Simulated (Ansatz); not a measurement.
# BClGeH₄ (SMILES Cl[BH][GeH3]): a rigid scan of the bond length B2–Ge3

The task here is to estimate one member of a computed series from the others.

Computed with Ansatz 0.2.0, Gaussian basis. Level: single points in def2-TZVPP.

Levels: PBE-D4, r2SCAN-D4, PBE0-D4, B3LYP-D4, wB97M-V, Hartree-Fock, MP2, CCSD, CCSD(T). The scan takes 1.859, 1.901, 1.961, 2.032, 2.111, 2.195, 2.285, 2.380, 2.479 Å.

Correlated methods freeze the cores. Filled d shells of the heavier atoms are correlated. B3LYP uses VWN-RPA correlation.

33 further runs of the same task are left out: 33 set aside as unsound or not needed.

### Where the work starts

The minimum, relaxed at PBE0-D4: SMILES `Cl[BH][GeH3]`, 7 atoms, charge 0, spin multiplicity 1.

Atoms are counted from 1 here; the program's logs count them from 0.

Bond lengths: Cl1–B2 1.738 Å, B2–Ge3 2.066 Å, B2–H4 1.193 Å, Ge3–H5 1.539 Å, Ge3–H6 1.539 Å, Ge3–H7 1.537 Å. Angles: Cl1–B2–Ge3 119.4°, Cl1–B2–H4 116.1°, Ge3–B2–H4 124.5°, B2–Ge3–H5 109.7°, B2–Ge3–H6 109.9°, B2–Ge3–H7 112.6°, H5–Ge3–H6 107.5°, H5–Ge3–H7 108.4°, H6–Ge3–H7 108.5°.

Coordinates:

```
Cl   -1.9760   -1.5239    0.0668
B    -0.2809   -1.1579    0.1805
Ge    0.3596    0.7832   -0.1175
H     0.4394   -2.0754    0.4300
H    -0.0280    1.2470   -1.5333
H    -0.3338    1.7240    0.8840
H     1.8810    0.9350    0.0438
```

Energies of the minimum (eV), from earlier single points: PBE-D4 -69768.25192, r2SCAN-D4 -69781.67983, PBE0-D4 -69771.03397, B3LYP-D4 -69785.41668, wB97M-V -69778.75589, CCSD(T) -69729.99673.

At the minimum the bond length B2–Ge3 is 2.066 Å.

The first run:

Input file ccsdt-tzvpp/in.yaml:

```yaml
crystal:
  periodic: [false, false, false]
  atoms:
    - {symbol: Cl, position_ang: [-1.975996, -1.523879, 0.066785]}
    - {symbol: B, position_ang: [-0.280894, -1.157897, 0.180494]}
    - {symbol: Ge, position_ang: [0.295498, 0.589019, -0.087719]}
    - {symbol: H, position_ang: [0.439379, -2.075382, 0.430030]}
    - {symbol: H, position_ang: [-0.092056, 1.052761, -1.503436]}
    - {symbol: H, position_ang: [-0.397842, 1.529747, 0.913858]}
    - {symbol: H, position_ang: [1.816885, 0.740762, 0.073664]}
basis:
  gaussian: {orbitals: def2-TZVPP}
correlation: {method: ccsd_t}
```

No record of the launch command was kept for these runs.

Among the steps run: B2–Ge3 = 1.859 Å; B2–Ge3 = 1.901 Å; B2–Ge3 = 1.961 Å; B2–Ge3 = 2.032 Å; B2–Ge3 = 2.111 Å; B2–Ge3 = 2.195 Å; B2–Ge3 = 2.285 Å; B2–Ge3 = 2.380 Å; B2–Ge3 = 2.479 Å.

One table of the session follows, with a row left open; its other results are not shown here.

Energies less that of the minimum at the same level (kcal/mol):

| bond length (Å) | PBE-D4 | PBE0-D4 | B3LYP-D4 | wB97M-V | Hartree-Fock |
| --- | --- | --- | --- | --- | --- |
| 1.859 | 8.4 | 8.4 | 8.8 | 8.3 | 11.9 |
| 1.901 | 5.1 | 5.0 | 5.4 | 4.9 | 7.6 |
| 1.961 | 2.0 | 1.9 | 2.1 | 1.8 | 3.3 |
| 2.032 | 0.2 | 0.2 | 0.2 | 0.1 | 0.6 |
| 2.066 (minimum) | 0.0 | 0.0 | 0.0 | 0.0 | 0.0 |
| 2.111 | 0.2 | 0.3 | 0.2 | 0.3 | -0.2 |
| 2.195 | 1.8 | 2.1 | 1.8 | 2.3 | 1.1 |
| 2.285 | ? | ? | ? | ? | ? |
| 2.380 | 8.9 | 9.9 | 9.1 | 10.5 | 8.6 |
| 2.479 | 13.8 | 15.3 | 14.0 | 16.2 | 14.2 |

Estimate the missing values for bond length (Å) = 2.285.

Worked estimate for «PBE-D4». A straight line through the neighbours (2.195, 1.8) and (2.380, 8.9) gives 1.8 + (8.9 − 1.8) × (2.285 − 2.195) / (2.380 − 2.195) = 5.3; a parabola fitted to 4 rows on both sides gives 4.8.

The run gave: PBE-D4: 4.8; PBE0-D4: 5.4; B3LYP-D4: 4.9; wB97M-V: 5.8; Hartree-Fock: 4.1. In «PBE-D4» the line misses by +0.5 and the parabola by 0.0.
